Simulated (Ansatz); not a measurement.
# PdO+ (quartet): wave-function methods side by side, def2-TZVPP

The task here is to estimate one member of a computed series from the others.

Method: def2-TZVPP, core rule «outside noble gas», up to 5 orbitals frozen; program: Ansatz 0.2.0, Gaussian basis.

The runs, in order: UHF; CCSD(T) on ROHF; CCSD(T) on UHF; CCSDT(Q) on ROHF; CCSDT(Q) on UHF.

7 further runs of the same task are left out: 3 for a known fault of the program, 4 set aside as unsound or not needed.

## The system

The geometry is a PBE0/def2-TZVP stationary point (not a proven minimum) of the parent state, kept for this charge and spin. No spin-orbit coupling is included. Elements past krypton take def2 core potentials.

2 atoms, charge 1, spin multiplicity 4.

Atoms are counted from 1 here; the program's logs count them from 0.

Bond lengths: Pd1–O2 1.830 Å.

Set-up of the first run:

The input, in.yaml:

```yaml
crystal:
  periodic: [false, false, false]
  atoms:
    - {symbol: Pd, position_ang: [0.000000, 0.000000, 0.000000]}
    - {symbol: O, position_ang: [0.000000, 0.000000, 1.830000]}
basis:
  gaussian: {orbitals: def2-TZVPP}
total_charge: 1
magnetization: {spin_polarized: true, initial_magnetization: 3}
hamiltonian: {xc: hf}
output: {orbitals: {seedname: orbitals}}
```

Run with:

```bash
ansatz run in.yaml --threads 1 --pin off --events-out ev --progress --plain --max-ram 4096MiB --backend cpu
```

Among the steps run: UHF; CCSD(T) on ROHF; CCSD(T) on UHF; CCSDT(Q) on ROHF; CCSDT(Q) on UHF.

One of the session's tables, all rows but one given; the rest of the session is left out.

| method | from RCCSDT(Q) (meV) |
| --- | --- |
| ROHF | +14221.5 |
| UHF | +13871.8 |
| RMP2 | +1382.1 |
| UMP2 | +1290.9 |
| RCCSD | +838.5 |
| UCCSD | +819.1 |
| RCCSD(T) | +160.0 |
| UCCSD(T) | +171.0 |
| RCCSDT | +75.9 |
| UCCSDT | +88.7 |
| RCCSDT(Q) | 0 |
| UCCSDT(Q) | ? |

Q: Estimate the row for UCCSDT(Q) from the others.

The run gave: from RCCSDT(Q) (meV): -5.1. In the column «from RCCSDT(Q) (meV)» it is the lowest.

To keep in mind: Restricted and unrestricted rows rest on different reference determinants; where their highest levels disagree by more than a few hundredths of an eV, they describe different states and don't form one ladder.
